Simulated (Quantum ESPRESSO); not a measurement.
# AlN (P6_3mc) in Quantum ESPRESSO: phonons with LDA

Aim: the phonons of AlN with LDA.

All numbers are computed with Quantum ESPRESSO 7.5; they aren't measurements. Logs are shortened: lines on timing, memory, paths and dates and some standing lists are left out, and cuts for length are marked.

**Experimental background.**

From “Structural and optical properties of self-assembled AlN nanowires grown on SiO2/Si substrates by molecular beam epitaxy”, 2024, arxiv:2402.00216, for a bulk crystal of AlN at 0 K: band gap 6.0343 eV (an exciton energy, a little under the gap).

How close the calculation comes is told below.

## (1) The crystal as given

It takes space group P6_3mc (No. 186, hexagonal). The conventional cell has a = 3.107 Å, b = 3.107 Å, c = 4.987 Å, α = 90.00°, β = 90.00°, γ = 120.00°. Al (site symmetry 3m) is surrounded by 4 N at 1.89 to 1.90 Å. N (site symmetry 3m) has 4 Al at 1.89 to 1.90 Å as nearest neighbours.

## (2) Phonons, LDA

File pw.in:

```
&CONTROL
  calculation = 'scf'
  prefix = 'pwscf'
  outdir = './tmp'
  pseudo_dir = './pseudo'
  tprnfor = .true.
  tstress = .true.
  disk_io = 'low'
/
&SYSTEM
  ibrav = 0
  celldm(1) = 8
  nat = 4
  ntyp = 2
  ecutwfc = 84
  nbnd = 14
  occupations = 'smearing'
  smearing = 'fd'
  degauss = 0.00367493
/
&ELECTRONS
  conv_thr = 8d-10
  electron_maxstep = 120
  mixing_beta = 0.5
/
ATOMIC_SPECIES
Al    26.9815 Al.upf
N     14.0070 N.upf
CELL_PARAMETERS alat
  0.7338689988885   0.0000000000000   0.0000000000000
 -0.3669344994443   0.6355491960918   0.0000000000000
  0.0000000000000   0.0000000000000   1.1780205094834
ATOMIC_POSITIONS crystal
Al     0.3333333333    0.6666666667    0.0000000000
Al     0.6666666667    0.3333333333    0.5000000000
N      0.3333333333    0.6666666667    0.3800000000
N      0.6666666667    0.3333333333    0.8800000000
K_POINTS automatic
8 8 5 0 0 0
```

File relax.in:

```
&CONTROL
  calculation = 'relax'
  prefix = 'pwscf'
  outdir = './tmp'
  pseudo_dir = './pseudo'
  tprnfor = .true.
  tstress = .true.
  disk_io = 'low'
  nstep = 40
  forc_conv_thr = 0.0001
  etot_conv_thr = 1d-06
/
&SYSTEM
  ibrav = 0
  celldm(1) = 8
  nat = 4
  ntyp = 2
  ecutwfc = 84
  nbnd = 14
  occupations = 'smearing'
  smearing = 'fd'
  degauss = 0.00367493
/
&ELECTRONS
  conv_thr = 8d-10
  electron_maxstep = 120
  mixing_beta = 0.5
/
&IONS
  ion_dynamics = 'bfgs'
/
ATOMIC_SPECIES
Al    26.9815 Al.upf
N     14.0070 N.upf
CELL_PARAMETERS alat
  0.7338689988885   0.0000000000000   0.0000000000000
 -0.3669344994443   0.6355491960918   0.0000000000000
  0.0000000000000   0.0000000000000   1.1780205094834
ATOMIC_POSITIONS crystal
Al     0.3333333333    0.6666666667    0.0000000000
Al     0.6666666667    0.3333333333    0.5000000000
N      0.3333333333    0.6666666667    0.3800000000
N      0.6666666667    0.3333333333    0.8800000000
K_POINTS automatic
8 8 5 0 0 0
```

File scf2.in:

```
&CONTROL
  calculation = 'scf'
  prefix = 'pwscf'
  outdir = './tmp'
  pseudo_dir = './pseudo'
  tprnfor = .true.
  tstress = .true.
  disk_io = 'low'
/
&SYSTEM
  ibrav = 0
  celldm(1) = 8
  nat = 4
  ntyp = 2
  ecutwfc = 84
  nbnd = 14
  occupations = 'fixed'
/
&ELECTRONS
  conv_thr = 1d-13
  electron_maxstep = 120
  mixing_beta = 0.5
  startingpot = 'file'
  startingwfc = 'file'
/
ATOMIC_SPECIES
Al    26.9815 Al.upf
N     14.0070 N.upf
CELL_PARAMETERS alat
  0.7338689988862  -0.0000000000000   0.0000000000000
 -0.3669344994431   0.6355491960853   0.0000000000000
  0.0000000000000   0.0000000000000   1.1780205094929
ATOMIC_POSITIONS crystal
Al     0.3333333334    0.6666666668   -0.0006372028
Al     0.6666666668    0.3333333334    0.4993627972
N      0.3333333334    0.6666666668    0.3806372028
N      0.6666666668    0.3333333334    0.8806372028
K_POINTS automatic
8 8 5 0 0 0
```

File ph.in:

```
phonons of AlN
&INPUTPH
  prefix = 'pwscf'
  outdir = './tmp'
  tr2_ph = 1d-18
  fildyn = 'dyn'
  niter_ph = 90
  alpha_mix(1) = 0.7
  epsil = .true.
/
0.0000000000 0.0000000000 0.0000000000
```

File dynmat.in:

```
&INPUT
  fildyn = 'dyn'
  asr = 'crystal'
  lperm = .true.
  filout = 'dynmat.disp'
  fileig = 'dynmat.eig'
/
```

File dynmat_lo.in:

```
&INPUT
  fildyn = 'dyn'
  asr = 'crystal'
  filout = 'dynmat_lo.disp'
  fileig = 'dynmat_lo.eig'
  q(1) = 0
  q(2) = 0
  q(3) = 1
/
```

Potentials or basis: PseudoDojo 0.4.1 SR LDA standard.

Started as:

```sh
$ OMP_NUM_THREADS=1 mpirun -n 2 pw.x -nk 2 -in pw.in > pw.out
$ OMP_NUM_THREADS=1 mpirun -n 2 pw.x -nk 2 -in relax.in > relax.out
$ OMP_NUM_THREADS=1 mpirun -n 2 pw.x -nk 2 -in scf2.in > scf2.out
$ OMP_NUM_THREADS=1 mpirun -n 2 ph.x -nk 2 -in ph.in > ph.out
$ OMP_NUM_THREADS=1 mpirun -n 1 dynmat.x -in dynmat.in > dynmat.out
$ OMP_NUM_THREADS=1 mpirun -n 1 dynmat.x -in dynmat_lo.in > dynmat_lo.out
```

pw.out:

```text
This program is part of the open-source Quantum ESPRESSO suite
     for quantum simulation of materials; please cite
[... 6 lines left out ...]
     using ibrav=0 with symmetry is DISCOURAGED, use correct ibrav instead

     K-points division:     npool     =       2
     Subspace diagonalization in iterative solution of the eigenvalue problem:
     a serial algorithm will be used

     G-vector sticks info
     --------------------
     sticks:   dense  smooth     PW     G-vecs:    dense   smooth      PW
     Sum         805     805    241                29311    29311    4601

     Using Slab Decomposition

     bravais-lattice index     =            0
     lattice parameter (alat)  =       8.0000  a.u.
     unit-cell volume          =     281.3135 (a.u.)^3
     number of atoms/cell      =            4
     number of atomic types    =            2
     number of electrons       =        16.00
     number of Kohn-Sham states=           14
     kinetic-energy cutoff     =      84.0000  Ry
     charge density cutoff     =     336.0000  Ry
     scf convergence threshold =      8.0E-10
     mixing beta               =       0.5000
     number of iterations used =            8  plain     mixing
     Exchange-correlation= SLA  PW   NOGX NOGC
                           (   1   4   0   0   0   0   0)

     celldm(1)=   8.000000  celldm(2)=   0.000000  celldm(3)=   0.000000
     celldm(4)=   0.000000  celldm(5)=   0.000000  celldm(6)=   0.000000

     crystal axes: (cart. coord. in units of alat)
               a(1) = (   0.733869   0.000000   0.000000 )
               a(2) = (  -0.366934   0.635549   0.000000 )
               a(3) = (   0.000000   0.000000   1.178021 )

     reciprocal axes: (cart. coord. in units 2 pi/alat)
               b(1) = (  1.362641  0.786721 -0.000000 )
               b(2) = (  0.000000  1.573442  0.000000 )
               b(3) = (  0.000000 -0.000000  0.848882 )

     PseudoPot. # 1 for Al read from file:
     Al.upf
     Pseudo is Norm-conserving + core correction, Zval =  3.0
     Generated using ONCVPSP code by D. R. Hamann
     Using radial grid of 1854 points,  6 beta functions with:
                l(1) =   0
                l(2) =   0
                l(3) =   1
                l(4) =   1
                l(5) =   2
                l(6) =   2

     PseudoPot. # 2 for N  read from file:
     N.upf
     Pseudo is Norm-conserving + core correction, Zval =  5.0
     Generated using ONCVPSP code by D. R. Hamann
     Using radial grid of 1058 points,  4 beta functions with:
                l(1) =   0
                l(2) =   0
                l(3) =   1
                l(4) =   1

     atomic species   valence    mass     pseudopotential
     Al                3.00    26.98150     Al( 1.00)
     N                 5.00    14.00700     N ( 1.00)

     12 Sym. Ops. (no inversion) found ( 6 have fractional translation)

   Cartesian axes

     site n.     atom                  positions (alat units)
         1        Al     tau(   1) = (  -0.0000000   0.4236995   0.0000000  )
         2        Al     tau(   2) = (   0.3669345   0.2118497   0.5890103  )
         3        N      tau(   3) = (  -0.0000000   0.4236995   0.4476478  )
         4        N      tau(   4) = (   0.3669345   0.2118497   1.0366580  )

     number of k points=    30  Fermi-Dirac smearing, width (Ry)=  0.0037
                       cart. coord. in units 2pi/alat
        k(    1) = (   0.0000000   0.0000000   0.0000000), wk =   0.0062500
        k(    2) = (   0.0000000   0.0000000   0.1697763), wk =   0.0125000
        k(    3) = (   0.0000000   0.0000000   0.3395527), wk =   0.0125000
        k(    4) = (   0.0000000   0.1966803   0.0000000), wk =   0.0375000
        k(    5) = (   0.0000000   0.1966803   0.1697763), wk =   0.0750000
        k(    6) = (   0.0000000   0.1966803   0.3395527), wk =   0.0750000
[... 22 lines left out ...]
        k(   29) = (   0.3406603   0.7867212   0.1697763), wk =   0.0750000
        k(   30) = (   0.3406603   0.7867212   0.3395527), wk =   0.0750000

     Dense  grid:    29311 G-vectors     FFT dimensions: (  36,  36,  60)

     Initial potential from superposition of free atoms

     starting charge      15.9956, renormalised to      16.0000
     Starting wfcs are   16 randomized atomic wfcs

     Self-consistent Calculation

     iteration #  1     ecut=    84.00 Ry     beta= 0.50
     Davidson diagonalization with overlap
     ethr =  1.00E-02,  avg # of iterations =  4.0

     total energy              =     -51.00952494 Ry
     estimated scf accuracy    <       1.20238493 Ry

     iteration #  2     ecut=    84.00 Ry     beta= 0.50
     Davidson diagonalization with overlap
     ethr =  7.51E-03,  avg # of iterations =  2.0

     total energy              =     -51.35039873 Ry
     estimated scf accuracy    <       0.15853198 Ry

     iteration #  3     ecut=    84.00 Ry     beta= 0.50
     Davidson diagonalization with overlap
     ethr =  9.91E-04,  avg # of iterations =  1.8

     total energy              =     -51.37076831 Ry
     estimated scf accuracy    <       0.01000780 Ry

     iteration #  4     ecut=    84.00 Ry     beta= 0.50
     Davidson diagonalization with overlap
     ethr =  6.25E-05,  avg # of iterations =  6.0

     total energy              =     -51.37343060 Ry
     estimated scf accuracy    <       0.00604030 Ry

     iteration #  5     ecut=    84.00 Ry     beta= 0.50
     Davidson diagonalization with overlap
     ethr =  3.78E-05,  avg # of iterations =  2.1
[... 8 lines left out ...]
     total energy              =     -51.37368403 Ry
     estimated scf accuracy    <       0.00001769 Ry

     iteration #  7     ecut=    84.00 Ry     beta= 0.50
     Davidson diagonalization with overlap
     ethr =  1.11E-07,  avg # of iterations =  2.9

     total energy              =     -51.37368424 Ry
     estimated scf accuracy    <       0.00000839 Ry

     iteration #  8     ecut=    84.00 Ry     beta= 0.50
     Davidson diagonalization with overlap
     ethr =  5.24E-08,  avg # of iterations =  1.7

     total energy              =     -51.37368476 Ry
     estimated scf accuracy    <       0.00000066 Ry

     iteration #  9     ecut=    84.00 Ry     beta= 0.50
     Davidson diagonalization with overlap
     ethr =  4.10E-09,  avg # of iterations =  2.2

     End of self-consistent calculation

          k = 0.0000 0.0000 0.0000 (  3693 PWs)   bands (ev):

    -8.1821  -5.9642   0.7770   5.9967   5.9967   6.6468   6.6468   6.8115
    11.1000  13.4410  17.2988  17.8692  17.8692  19.7282

          k = 0.0000 0.0000 0.1698 (  3687 PWs)   bands (ev):

    -8.0267  -6.2705   1.3187   5.9948   6.0555   6.0555   6.5815   6.5815
    11.7499  13.5350  17.0628  17.8372  17.8372  18.7207

          k = 0.0000 0.0000 0.3396 (  3682 PWs)   bands (ev):

    -7.5828  -6.9322   2.6631   4.3600   6.2128   6.2128   6.4137   6.4137
    12.8582  13.5311  16.8268  17.4218  17.9798  17.9803

          k = 0.0000 0.1967 0.0000 (  3657 PWs)   bands (ev):

    -7.9794  -5.8491   1.0147   5.1165   5.7499   5.8280   6.6073   6.7214
    11.9072  14.1661  16.4902  16.8112  18.4217  19.2401

          k = 0.0000 0.1967 0.1698 (  3675 PWs)   bands (ev):

    -7.8279  -6.1371   1.5055   5.1664   5.4480   5.8242   6.4500   6.5168
    12.3301  14.2385  16.1618  16.8400  18.3367  18.6370

          k = 0.0000 0.1967 0.3396 (  3679 PWs)   bands (ev):

    -7.3962  -6.7680   2.7081   4.1481   5.5723   5.9957   6.0255   6.2895
    13.2210  14.0409  15.9753  16.5376  18.2518  18.4425
[... 11 lines left out ...]
          k = 0.0000 0.3934 0.3396 (  3667 PWs)   bands (ev):

    -6.8850  -6.3341   2.4754   3.1755   4.7121   5.6355   5.6832   5.9899
    12.9957  13.6697  15.8639  16.5258  18.0163  18.6750

          k = 0.0000 0.5900 0.0000 (  3657 PWs)   bands (ev):

    -6.6384  -5.3762   1.9073   2.6997   3.1602   4.8942   5.6676   6.2387
    12.8274  13.0494  14.8355  17.0076  17.8958  18.6767

          k = 0.0000 0.5900 0.1698 (  3656 PWs)   bands (ev):

    -6.5293  -5.5078   1.6054   2.6076   3.6013   5.0014   5.8675   6.0824
    12.3014  13.0625  15.5481  16.6548  18.2498  18.2988

          k = 0.0000 0.5900 0.3396 (  3662 PWs)   bands (ev):

    -6.2325  -5.8422   1.5630   1.9707   4.7791   5.2988   5.7079   5.7136
    12.1434  12.7610  15.8706  16.5796  18.1149  18.6811

          k = 0.0000-0.7867 0.0000 (  3642 PWs)   bands (ev):

    -6.1407  -5.4222   1.3490   2.6422   3.4551   4.7514   5.0249   6.1547
    12.5321  12.5489  14.9610  17.0068  17.6301  18.8238

          k = 0.0000-0.7867 0.1698 (  3646 PWs)   bands (ev):

    -6.0647  -5.4782   1.1551   2.1434   3.9968   4.8622   5.4735   5.9899
    11.9587  12.6289  15.8749  16.2999  18.0763  18.6486

          k = 0.0000-0.7867 0.3396 (  3674 PWs)   bands (ev):

    -5.8694  -5.6421   1.0684   1.4284   5.0148   5.1706   5.5968   5.7046
    11.7695  12.4087  15.7364  16.3784  18.1059  18.8236

          k = 0.1703 0.2950 0.0000 (  3663 PWs)   bands (ev):

    -7.5935  -5.6532   1.4761   4.1683   4.3657   5.6014   6.2897   6.5066
    12.9112  15.0067  15.4281  15.7303  18.2034  18.7032

          k = 0.1703 0.2950 0.1698 (  3666 PWs)   bands (ev):

    -7.4505  -5.9032   1.8259   4.1908   4.3850   5.4476   6.1648   6.4105
    13.0044  14.8101  15.4106  15.9231  18.1116  18.9058

          k = 0.1703 0.2950 0.3396 (  3669 PWs)   bands (ev):

    -7.0462  -6.4676   2.6440   3.5446   4.9752   5.4165   5.8882   5.9479
    13.4052  14.1049  15.7793  16.1380  18.0206  18.5459

          k = 0.1703 0.4917 0.0000 (  3670 PWs)   bands (ev):

    -6.9121  -5.4080   2.3292   2.6671   3.4053   4.8252   5.8994   5.9944
    13.5023  13.7817  14.9543  16.5955  17.5723  18.3921

          k = 0.1703 0.4917 0.1698 (  3669 PWs)   bands (ev):

    -6.7903  -5.5791   2.0363   2.9077   3.7133   4.7430   5.6870   6.1741
    13.0977  13.8416  15.2313  16.7111  17.6041  18.4441

          k = 0.1703 0.4917 0.3396 (  3655 PWs)   bands (ev):
[... 29 lines left out ...]
          k = 0.3407 0.5900 0.3396 (  3649 PWs)   bands (ev):

    -5.9269  -5.6411   1.8396   1.9684   3.6497   4.1095   5.4354   6.0510
    13.2452  13.5715  15.5760  15.9683  18.0671  18.2898

          k = 0.3407 0.7867 0.0000 (  3638 PWs)   bands (ev):

    -5.7893  -5.4533   1.8594   3.0251   3.1951   4.0201   4.6378   4.7827
    11.9067  14.7826  16.1270  16.6056  17.7892  18.5193

          k = 0.3407 0.7867 0.1698 (  3636 PWs)   bands (ev):

    -5.7433  -5.4687   1.8234   2.5292   2.8718   4.3094   4.7854   5.3739
    12.3604  14.6812  15.5244  16.0303  18.1110  18.4419

          k = 0.3407 0.7867 0.3396 (  3647 PWs)   bands (ev):

    -5.6342  -5.5276   1.7237   1.9295   3.0439   3.6428   5.7341   5.9869
    13.2078  14.0357  15.0996  15.3813  18.2829  18.3731

     the Fermi energy is     9.3868 ev

!    total energy              =     -51.37368497 Ry
     estimated scf accuracy    <          4.0E-10 Ry
     smearing contrib. (-TS)   =      -0.00000000 Ry
     internal energy E=F+TS    =     -51.37368497 Ry

     The total energy is F=E-TS. E is the sum of the following terms:
     one-electron contribution =      -2.07495701 Ry
     hartree contribution      =      11.22184289 Ry
     xc contribution           =     -16.99237802 Ry
     ewald contribution        =     -43.52819284 Ry

     convergence has been achieved in   9 iterations

     Forces acting on atoms (cartesian axes, Ry/au):

     atom    1 type  1   force =     0.00000000    0.00000000   -0.00310683
     atom    2 type  1   force =    -0.00000000   -0.00000000   -0.00310683
     atom    3 type  2   force =     0.00000000    0.00000000    0.00310683
     atom    4 type  2   force =    -0.00000000   -0.00000000    0.00310683

     Total force =     0.006214     Total SCF correction =     0.000006

     Computing stress (Cartesian axis) and pressure

          total   stress  (Ry/bohr**3)                   (kbar)     P=      -53.09
  -0.00037157  -0.00000000  -0.00000000          -54.66       -0.00       -0.00
  -0.00000000  -0.00037157  -0.00000000           -0.00      -54.66       -0.00
   0.00000000   0.00000000  -0.00033963            0.00        0.00      -49.96

=------------------------------------------------------------------------------=
   JOB DONE.
=------------------------------------------------------------------------------=
```

It took 7 min on 2 MPI ranks of Intel Xeon Platinum 8375C at 2.90GHz (Ice Lake), shared host; peak memory 0.2 GiB.

Results:

```yaml
Free_energy: -698.9751 eV
Pressure_after_relaxing: -5.3 GPa
Band_gap_on_the_k_mesh: 4.27 eV, direct
Electronic_dielectric_tensor_diagonal: 4.40, 4.40, 4.61
Born_charges_mean_of_the_diagonal: Al +2.57; N -2.57 e
Highest_phonon_frequency_at_Γ_LO-TO_splitting_left_out: 715 cm⁻¹
Static_dielectric_tensor_diagonal: 8.14, 8.14, 9.64
```

Stress tensor (GPa, compression positive):
```
-5.21  0.00  0.00
 0.00 -5.21  0.00
 0.00  0.00 -5.55
```

The path:
| step | energy change (eV) | largest force (eV/Å) | pressure (GPa) |
| --- | --- | --- | --- |
| 1 | 0.0000 | 0.0799 | -5.31 |
| 2 | -0.0004 | 0.0384 | -5.32 |
| 3 | -0.0005 | 0.0005 | -5.32 |
| 4 | -0.0005 | 0.0002 | -5.32 |

Final structure:
```xyz
4
Lattice="3.1068 0.0000 0.0000 -1.5534 2.6905 0.0000 0.0000 0.0000 4.9871" Properties=species:S:1:pos:R:3 pbc="T T T"
Al    0.0000    1.7937   -0.0032
Al    1.5534    0.8968    2.4903
N     0.0000    1.7937    1.8983
N     1.5534    0.8968    4.3918
```

Levels at points of the mesh, in eV from the valence-band top:
| k point | band 6 | band 7 | band 8 | band 9 | band 10 | band 11 |
| --- | --- | --- | --- | --- | --- | --- |
| (0.00, 0.00, 0.00) | -0.19 | -0.19 | 0.00 | 4.27 | 6.61 | 10.48 |
| (0.00, -0.50, 0.00) | -2.09 | -1.79 | -0.68 | 5.71 | 5.72 | 8.13 |

Phonon frequencies in cm⁻¹ (negative: imaginary):
```csv
q point,frequencies
"(0.000, 0.000, 0.000)",1 1 1 241 241 541 603 644 644 657 657 715
```

Electronic dielectric tensor:
```
4.40 0.00 0.00
0.00 4.40 0.00
0.00 0.00 4.61
```

Born effective charge tensors (e):
atom 1, Al
```
2.51 0.00 0.00
0.00 2.51 0.00
0.00 0.00 2.67
```
atom 2, Al
```
2.51 0.00 0.00
0.00 2.51 0.00
0.00 0.00 2.67
```
atom 3, N
```
-2.51  0.00  0.00
 0.00 -2.51  0.00
 0.00  0.00 -2.67
```
atom 4, N
```
-2.51  0.00  0.00
 0.00 -2.51  0.00
 0.00  0.00 -2.67
```

Optical modes at Γ, degenerate ones joined, polar ones without the macroscopic field:
```
cm⁻¹  components  symmetry     active in  IR intensity, summed ((D/Å)²/amu)
 241           2        E2         Raman                               0.00
 541           1        B1        silent                               0.00
 603           1        A1  IR and Raman                              35.69
 644           2        E2         Raman                               0.00
 657           2        E1  IR and Raman                              63.21
 715           1        B1        silent                               0.00
```

Zone-centre frequencies without and with the macroscopic field along z (cm⁻¹):
```csv
,optical modes in rising order
without,241 241 541 603 644 644 657 657 715
with the field,241 241 541 644 644 657 657 715 871
```

Static dielectric tensor, electrons and zone-centre modes:
```
8.14 0.00 0.00
0.00 8.14 0.00
0.00 0.00 9.64
```

Caveat: the cell is more than 3 GPa from zero pressure, which shifts response properties; on a mesh that holds Γ this program's dielectric tensor can be off by some percent beyond the error of the mesh.

## (3) Against experiment

Step 2. A measured gap of AlN is 6.0343 eV (an exciton energy, a little under the gap; 0 K; quoted in “Structural and optical properties of self-assembled AlN nanowires grown on SiO2/Si substrates by molecular beam epitaxy”, 2024, arxiv:2402.00216); the calculated 4.27 eV misses it by -1.77 eV. 2 values of this kind are on record (6.034 to 6.0343 eV); this one was drawn at random. The value is that of LDA, without temperature or zero-point motion. Semilocal functionals fall short of measured gaps as a rule.
